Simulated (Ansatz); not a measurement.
Below is the output of a Python script on Ansatz 0.2.0 through its Python package that makes a convergence test of the k-point mesh of Cd₃Pd, space group Pm-3m. Write a script that gives it. Use (first run): PBEsol, PAW, the default cutoff (420 eV here), 2×2×2 k-points, Fermi-Dirac smearing of 0.1 eV. The script varies spacing (1/A): 1.0, 0.6, 0.4, 0.3.

Contents of `cd3pd.extxyz`:
```text
4
Lattice="4.20847902 0.0 0.0 0.0 4.20847902 0.0 0.0 0.0 4.20847902" Properties=species:S:1:pos:R:3 pbc="T T T"
Cd    0.00000000    2.10423951    2.10423951
Cd    2.10423951    0.00000000    2.10423951
Cd    2.10423951    2.10423951    0.00000000
Pd    0.00000000    0.00000000    0.00000000
```

```console
$ python cd3pd_kconv.py
spacing (1/A)   F/atom (eV)    iterations      k-points
         1.0   -7865.17396             7             4
         0.6   -7865.03265             6             4
         0.4   -7864.94221             7            10
         0.3   -7864.94040             6            10
1.0: -233.56 meV/atom
0.6: -92.25 meV/atom
0.4: -1.81 meV/atom  (within 5 meV)
```

One script that gives this output:

The script, `cd3pd_kconv.py`:
```python
# -*- coding: utf-8 -*-
import warnings

import ansatz as az

warnings.simplefilter("ignore", az.DeckWarning)

crystal = az.Crystal.from_extxyz("cd3pd.extxyz")

model = (
    crystal.calculation()
    .functional("pbesol")
    .pseudopotentials("paw")
    .occupations("fermi_dirac")
)

rows = []
for value in [1.0, 0.6, 0.4, 0.3]:
    data = model.kpoints(spacing=value).run().report
    rows.append((value, data["free_energy_ev"] / len(data["lattice"]["sites"]), data["n_iterations"], data["n_kpoints"]))

print("spacing (1/A)   F/atom (eV)    iterations      k-points")
for row in rows:
    print(f"{str(row[0]):>12s}  {row[1]:12.5f}  {row[2]:12d}  {row[3]:12d}")

for row in rows[:-1]:
    shift = 1000 * (row[1] - rows[-1][1])
    print(f"{row[0]}: {shift:+.2f} meV/atom" + ("  (within 5 meV)" if abs(shift) < 5 else ""))
```

From a spacing of 0.4 (4×4×4) on it stays within 5 meV an atom of the value at a spacing of 0.3 (5×5×5); the first row (a spacing of 1.0 (2×2×2)) is off by 233.6 meV and the last but one by 1.81 meV. That rests on few rows after larger swings, so the series isn't shown to be converged. This holds for F at a smearing of 0.1 eV; a narrower one needs a denser mesh.

Reading the output:
- The run is spin-unpolarised.
- The structure comes from a database of computed cells and needn't be a stable or known phase.
- Shifts are counted from the finest mesh, which is itself no proven limit.
- The whole script took 4.5 s on 1 thread of Arm Neoverse V2, with other jobs on the host, peak memory 0.37 GiB.
